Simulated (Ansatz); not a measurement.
**CH₇InO: a ladder of functionals and wavefunction methods**

How much do the methods differ for CH₇InO? The plan is to run it at one geometry with functionals of several rungs and with coupled cluster, and see how far each lands from CCSD(T) at the basis-set limit for the atomisation energy.

Method: functionals in def2-TZVPP, the program's frozen cores in correlated methods; program: Ansatz 0.2.0, Gaussian basis.

The runs, in order: LDA (SPW92), PBE-D4, revPBE-D4, BLYP-D4, r2SCAN-D4, B97M-V, PBE0-D4, B3LYP-D4, r2SCANh-D4, r2SCAN0-D4, HSE06-D4, BHLYP-D4, CAM-B3LYP-D4, LC-ωPBE, ωB97X-V, ωB97M-V, B2PLYP, PBE-QIDH; CCSD(T)/def2-SVP; CCSD(T)/def2-TZVPP; MP2/def2-QZVPP; extrapolation to the limit; RPA on PBE.

## (1) The geometry

The geometry comes from an earlier relaxation with PBE0-D4 in a triple-zeta def2 set; it is a stationary point, not always the lowest conformer. In takes the def2 core potential; no spin-orbit term is included.

SMILES `C[OH+][InH3-]`, 10 atoms, charge 0, spin multiplicity 1.

Atoms are counted from 1 here; the program's logs count them from 0.

Bond lengths: C1–O2 1.425 Å, C1–H4 1.093 Å, C1–H5 1.089 Å, C1–H6 1.092 Å, O2–In3 2.397 Å, O2–H7 0.961 Å, In3–H8 1.738 Å, In3–H9 1.728 Å, In3–H10 1.733 Å. Angles: O2–C1–H4 111.3°, O2–C1–H5 106.6°, O2–C1–H6 110.5°, H4–C1–H5 109.0°, H4–C1–H6 110.2°, H5–C1–H6 109.0°, C1–O2–In3 117.9°, C1–O2–H7 109.7°, In3–O2–H7 109.6°, O2–In3–H8 93.7°, O2–In3–H9 97.0°, O2–In3–H10 92.5°, H8–In3–H9 118.8°, H8–In3–H10 118.5°, H9–In3–H10 120.9°.

Geometry (Å):

```mol
CH7InO
  3D, bonds by distance, orders not assigned

 10  9  0  0  0  0  0  0  0  0999 V2000
   -1.2324    0.6862   -0.4794 C   0  0
    0.1279    0.8379   -0.0815 O   0  0
    1.2799   -1.0974    0.7392 In  0  0
   -1.3274   -0.0164   -1.3112 H   0  0
   -1.7668    0.2900    0.3825 H   0  0
   -1.6612    1.6534   -0.7508 H   0  0
    0.6332    1.2343   -0.7970 H   0  0
    0.5734   -2.1579   -0.4424 H   0  0
    0.6212   -1.0733    2.3364 H   0  0
    2.8350   -0.4079    0.4072 H   0  0
  1  2  8  0
  2  3  8  0
  1  4  8  0
  1  5  8  0
  1  6  8  0
  2  7  8  0
  3  8  8  0
  3  9  8  0
  3 10  8  0
M  END
```

## (2) LDA

This LDA is Slater exchange with PW92 correlation.

in.yaml reads:

```yaml
crystal:
  periodic: [false, false, false]
  atoms:
    - {symbol: C, position_ang: [-1.232358, 0.686213, -0.479444]}
    - {symbol: O, position_ang: [0.127873, 0.837872, -0.081499]}
    - {symbol: In, position_ang: [1.279890, -1.097404, 0.739231]}
    - {symbol: H, position_ang: [-1.327356, -0.016385, -1.311230]}
    - {symbol: H, position_ang: [-1.766751, 0.290045, 0.382496]}
    - {symbol: H, position_ang: [-1.661175, 1.653416, -0.750787]}
    - {symbol: H, position_ang: [0.633231, 1.234285, -0.796983]}
    - {symbol: H, position_ang: [0.573442, -2.157905, -0.442426]}
    - {symbol: H, position_ang: [0.621230, -1.073315, 2.336431]}
    - {symbol: H, position_ang: [2.834974, -0.407919, 0.407210]}
basis:
  gaussian: {orbitals: def2-TZVPP}
hamiltonian: {xc: lda}
output: {orbitals: {seedname: orbitals}}
```

Further steps of the session: PBE-D4 (GGA); revPBE-D4 (GGA); BLYP-D4 (GGA); r2SCAN-D4 (meta-GGA); B97M-V (meta-GGA); PBE0-D4 (hybrid); B3LYP-D4 (hybrid); r2SCANh-D4 (hybrid); r2SCAN0-D4 (hybrid); HSE06-D4 (hybrid); BHLYP-D4 (hybrid); CAM-B3LYP-D4 (range-separated); LC-ωPBE-D4 (range-separated); ωB97X-V (range-separated); ωB97M-V (range-separated); B2PLYP (double hybrid); PBE-QIDH (double hybrid); CCSD(T) in def2-SVP; CCSD(T) in def2-TZVPP; MP2 in def2-QZVPP; RPA on PBE orbitals.

Q: Predict the results of all the runs planned. Wanted: atomisation energy, CCSD(T)/CBS; farthest beyond LDA; mean size of error, GGA; mean size of error, meta-GGA; mean size of error, hybrid; mean size of error, range-separated; mean size of error, double hybrid; gap, smallest and largest; T1 diagnostic.

The runs gave:

```
                               quantity                                                                value
        atomisation energy, CCSD(T)/CBS                                                        2952.3 kJ/mol
 functionals within 29.5 kJ/mol (1.0 %)  PBE-D4, r2SCAN-D4, B97M-V, B3LYP-D4, CAM-B3LYP-D4, ωB97X-V, ωB97M-V
                    farthest beyond LDA                                              BHLYP-D4 (-92.8 kJ/mol)
                mean size of error, GGA                                                          49.2 kJ/mol
           mean size of error, meta-GGA                                                          12.7 kJ/mol
             mean size of error, hybrid                                                          52.3 kJ/mol
    mean size of error, range-separated                                                          10.0 kJ/mol
      mean size of error, double hybrid                                                          61.6 kJ/mol
              gap, smallest and largest                            4.69 eV (LDA (SPW92)), 11.36 eV (LC-ωPBE)
                          T1 diagnostic                                                               0.0125
triples share of the correlation energy                                                                2.9 %
```

In words: LDA overbinds by 383.6 kJ/mol (13 %). PBE-D4 is off by -16.9 kJ/mol. Double hybrids carry the basis error of their MP2 part in triple zeta, and no dispersion term here, so their miss is partly the set-up's. The rungs range-separated, meta-GGA miss on average by less than the doubt on the reference (29.5 kJ/mol), so they tie. Misses under about 29.5 kJ/mol are within the doubt on the reference itself, which lacks core-valence correlation, spin-orbit coupling and higher excitations, and its outer-core shells are covered unevenly. All levels share the lack of spin-orbit coupling, which lowers the free heavy atoms and so the true binding. Hartree-Fock recovers 72 % of the binding; the rest is correlation. CCSD(T) in def2-SVP is off by -158.0 kJ/mol, which most functionals beat. The gap grows from 4.7 to 11.4 eV across the functionals, mostly with the share of exact exchange. Correlated methods include outer-core shells of In, which these sets cover unevenly.
